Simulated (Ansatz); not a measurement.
# CH₉N₃Si: a ladder of functionals and wavefunction methods

How much do the methods differ for CH₉N₃Si? The plan is to run it at one geometry with functionals of several rungs and with coupled cluster, and see how far each lands from CCSD(T) at the basis-set limit for the atomisation energy.

Method: functionals in def2-TZVPP, the program's frozen cores in correlated methods; program: Ansatz 0.2.0, Gaussian basis.

The runs, in order: PBE-D4, r2SCAN-D4, PBE0-D4, B3LYP-D4, ωB97X-V, ωB97M-V, B2PLYP; CCSD(T)/def2-TZVPP; MP2/def2-QZVPP; extrapolation to the limit.

**1. Structure used throughout**

The geometry comes from an earlier relaxation with PBE0-D4/def2-TZVP; it is a stationary point, not always the lowest conformer.

SMILES `NCN[SiH2]N`, 14 atoms, charge 0, spin multiplicity 1.

Atoms are counted from 1 here; the program's logs count them from 0.

Bond lengths: N1–C2 1.450 Å, N1–H6 1.013 Å, N1–H7 1.013 Å, C2–N3 1.434 Å, C2–H8 1.099 Å, C2–H9 1.103 Å, N3–Si4 1.715 Å, N3–H10 1.009 Å, Si4–N5 1.717 Å, Si4–H11 1.487 Å, Si4–H12 1.485 Å, N5–H13 1.007 Å, N5–H14 1.007 Å. Angles: C2–N1–H6 110.1°, C2–N1–H7 111.1°, H6–N1–H7 108.2°, N1–C2–N3 109.9°, N1–C2–H8 106.9°, N1–C2–H9 114.1°, N3–C2–H8 112.5°, N3–C2–H9 107.0°, H8–C2–H9 106.5°, C2–N3–Si4 125.7°, C2–N3–H10 112.8°, Si4–N3–H10 120.5°, N3–Si4–N5 120.9°, N3–Si4–H11 106.9°, N3–Si4–H12 104.1°, N5–Si4–H11 103.8°, N5–Si4–H12 107.2°, H11–Si4–H12 114.3° and more.

**2. PBE-D4 (GGA)**

Input file in.yaml:

```yaml
crystal:
  periodic: [false, false, false]
  atoms:
    - {symbol: N, position_ang: [0.372244, 0.988260, 2.301847]}
    - {symbol: C, position_ang: [-0.001753, 0.950101, 0.901721]}
    - {symbol: N, position_ang: [-0.314731, -0.395299, 0.516212]}
    - {symbol: Si, position_ang: [0.155640, -1.150550, -0.949407]}
    - {symbol: N, position_ang: [-0.571875, -0.709979, -2.440814]}
    - {symbol: H, position_ang: [1.235233, 0.477517, 2.445939]}
    - {symbol: H, position_ang: [0.511253, 1.940688, 2.616405]}
    - {symbol: H, position_ang: [-0.855927, 1.631498, 0.780505]}
    - {symbol: H, position_ang: [0.784050, 1.308559, 0.215710]}
    - {symbol: H, position_ang: [-1.003075, -0.824562, 1.116045]}
    - {symbol: H, position_ang: [1.596152, -0.843077, -1.152354]}
    - {symbol: H, position_ang: [-0.136822, -2.588727, -0.726107]}
    - {symbol: H, position_ang: [-1.540970, -0.900413, -2.636818]}
    - {symbol: H, position_ang: [-0.242317, 0.086784, -2.960081]}
basis:
  gaussian: {orbitals: def2-TZVPP}
hamiltonian: {xc: pbe, dispersion: d4}
output: {forces: true, orbitals: {seedname: orbitals}}
```

Run with:

```
$ ansatz run in.yaml --threads 4 --pin off --events-out ev --progress --plain --max-ram 10444MiB
```

The runs that follow: r2SCAN-D4 (meta-GGA); PBE0-D4 (hybrid); B3LYP-D4 (hybrid); ωB97X-V (range-separated); ωB97M-V (range-separated); B2PLYP (double hybrid); CCSD(T) in def2-TZVPP; MP2 in def2-QZVPP.

**Question.** What will the summary of the whole plan be? Wanted: atomisation energy, CCSD(T)/CBS; farthest; mean size of error, hybrid; mean size of error, range-separated; gap, smallest and largest; T1 diagnostic; triples share of the correlation energy.

As calculated:

```
                               quantity                                 value
        atomisation energy, CCSD(T)/CBS                       1173.4 kcal/mol
functionals within 5.9 kcal/mol (0.5 %)            PBE0-D4, B3LYP-D4, ωB97M-V
                               farthest               PBE-D4 (+19.1 kcal/mol)
             mean size of error, hybrid                          4.6 kcal/mol
    mean size of error, range-separated                          6.2 kcal/mol
              gap, smallest and largest  5.19 eV (PBE-D4), 11.67 eV (ωB97X-V)
                          T1 diagnostic                                0.0103
triples share of the correlation energy                                 3.7 %
```

PBE-D4 misses by +19.1 kcal/mol, or 1.5 kcal/mol for each of 13 bonds. Double hybrids carry the basis error of their MP2 part in triple zeta, and no dispersion term here, so their miss is partly the set-up's. Misses under about 5.9 kcal/mol are within the doubt on the reference itself, which lacks core-valence correlation, relativity and higher excitations. Hartree-Fock recovers 69 % of the binding; the rest is correlation. Orbital gaps span 5.2 to 11.7 eV; exact exchange widens them.
